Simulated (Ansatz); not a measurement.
**LaBi (CsCl type): equation of state and elastic constants**

The task here is to estimate one member of a computed series from the others.

Computed with Ansatz 0.2.0 (DFT PBEsol, scalar-relativistic, plane waves, PAW, unless a step's input says otherwise).

## Starting point

The structure is cubic, space group Pm-3m (No. 221). Conventional cell: a = 3.984 Å, b = 3.984 Å, c = 3.984 Å, α = 90.00°, β = 90.00°, γ = 90.00°. La (site symmetry m-3m) is surrounded by 8 Bi at 3.45 Å. Around Bi (site symmetry m-3m) lie 8 La at 3.45 Å.

Coordinates:

```xyz
2
Lattice="3.9839 0.0000 0.0000 0.0000 3.9839 0.0000 0.0000 0.0000 3.9839" Properties=species:S:1:pos:R:3 pbc="T T T"
La    0.0000    0.0000    0.0000
Bi    1.9920    1.9920    1.9920
```

This cell comes from an earlier session at PBEsol: 31.615 Å³/atom at -0.06 GPa, on a 8×8×8 mesh.

Volume factors to run: 0.980, 1.020, 0.960, 1.040.

Set-up of the first run:

File input.yaml:

```yaml
crystal:
  lattice:
    - [3.9571672247, 0.0, 0.0]
    - [0.0, 3.9571672247, 0.0]
    - [0.0, 0.0, 3.9571672247]
  atoms:
    - { symbol: La, position: [0.0, 0.0, 0.0] }
    - { symbol: Bi, position: [0.5, 0.5, 0.5] }
basis:
  ecutwfc: 420
  ecutrho_ratio: 4
kpoints:
  mp_grid: { grid: [8, 8, 8] }
hamiltonian:
  xc: pbesol
scf:
  occupations: { method: gaussian, width: 0.05 }
output:
  forces: true
  stress: true
  eigenvalues: true
```

Steps of the session up to this table: At 0.980 of the relaxed volume; At 1.020 of the relaxed volume; Volume × 0.960; At 1.040 of the relaxed volume.

One of the session's tables, all rows but one given; the rest of the session is left out.

It belongs to the step «Energy and pressure against volume». 

```
volume (Å³/atom)  energy (meV/atom)  pressure (GPa)
          30.351               9.14            2.46
          30.983               2.06            1.14
          31.615               0.00           -0.06
          32.248                  ?               ?
          32.880               8.74           -2.06
```

Q: Estimate the row for volume (Å³/atom) = 32.248 from the others.

Worked estimate for «energy (meV/atom)». A straight line through the neighbours (31.615, 0.00) and (32.880, 8.74) gives 0.00 + (8.74 − 0.00) × (32.248 − 31.615) / (32.880 − 31.615) = 4.37; a parabola fitted to 3 rows on both sides gives 2.23.

The run gave: energy (meV/atom): 2.41; pressure (GPa): -1.12. In «energy (meV/atom)» the line misses by +1.96 and the parabola by -0.18.
